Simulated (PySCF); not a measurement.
**TaHOH: doublet, from a linear start**

Aim: relax TaHOH as a doublet from a linear start, check by its vibrations whether the end is a minimum, and collect its spectrum and constants.

The runs use PySCF 2.14.0; PBE0, basis Ta def2-TZVP with ECP60, H def2-TZVP, O def2-TZVP, scalar-relativistic core potentials, no spin–orbit coupling, density fitting.

### Step 1. Where the work starts

4 atoms, charge 0, spin multiplicity 2.

Bond lengths: Ta1–H2 1.780 Å, Ta1–O3 2.090 Å, O3–H4 0.960 Å. Angles: H2–Ta1–O3 180.0°, Ta1–O3–H4 130.0°.

```xyz
4
charge 0 multiplicity 2
Ta    0.0000    0.0000    0.0000
H     0.0000    0.0000    1.7800
O     0.0000    0.0000   -2.0900
H     0.7354    0.0000   -2.7071
```

### Step 2. The SCF at the typed geometry

The steps below are one call of a driver around PySCF. For each, scf.py gives the equivalent set-up of the SCF; relaxations use the driver's own optimiser. After this first run the driver tries any further starts and a stability analysis.

File scf.py:

```python
from pyscf import gto, scf, dft
mol = gto.M(atom='''
Ta     0.000000     0.000000     0.000000
H      0.000000     0.000000     1.780000
O      0.000000     0.000000    -2.090000
H      0.735400     0.000000    -2.707100''',
    basis={'Ta': 'def2-TZVP', 'H': 'def2-TZVP', 'O': 'def2-TZVP'},
    ecp={'Ta': 'def2-TZVP'},
    charge=0, spin=1)
mf = dft.UKS(mol, xc='PBE0')
mf.grids.atom_grid = (50, 194)
aux = {'Ta': 'def2-universal-JKFIT', 'H': 'def2-universal-JKFIT', 'O': 'def2-universal-JKFIT'}
mf = mf.density_fit(auxbasis=aux)
mf.conv_tol = 1e-08
mf.diis_space = 10
mf.max_cycle = 60
mf.init_guess = 'minao'
mf.verbose = 4
mf.kernel()
```

Command:

```console
$ OMP_NUM_THREADS=2 python axn.py task.json out
```

The runs that follow: Relaxation: linear start, doublet; Hessian and properties.

Before running it: what results should come out? Wanted: minimum; geometry; wavenumbers; dipole moment; highest occupied, lowest empty level; polar-tensor charge of Ta1; zero-point energy; atomisation energy; ⟨S²⟩.

As calculated:

| quantity | value |
| --- | --- |
| minimum | doublet, Cs |
| geometry | O–H 0.958 Å, Ta–H 1.794 Å, Ta–O 1.864 Å; H–O–Ta 138.0°, H–Ta–O 135.1° |
| wavenumbers (cm⁻¹) | 382 (a'), 512 (a''), 583 (a'), 742 (a'), 1792 (a'), 3916 (a') |
| dipole moment | 1.31 D |
| highest occupied, lowest empty level (either spin) | -5.04, -1.76 eV |
| polar-tensor charge of Ta1 | +0.60 e |
| zero-point energy | 47.4 kJ/mol |
| entropy at 298.15 K | 276.2 J/(mol K) |
| atomisation energy (no zero-point energy) | 1204 kJ/mol |
| ⟨S²⟩ | 1.396 |

The linear start keeps its Cs symmetry and ends in a minimum. The determinant is spin-contaminated (⟨S²⟩ = 1.40 against 0.75), so it is no pure spin state. The strongest infrared band lies at 1792 cm⁻¹ (a'). Most of the spin sits on Ta1 (Mulliken spin 1.09, against 1 for the whole molecule). The first SCF alone would have been 26 kJ/mol too high. Other starts or spin states, not run here, may lie lower. One determinant may miss the lowest occupation of an open d or f shell. With an element this heavy the missing spin–orbit coupling can shift these numbers.
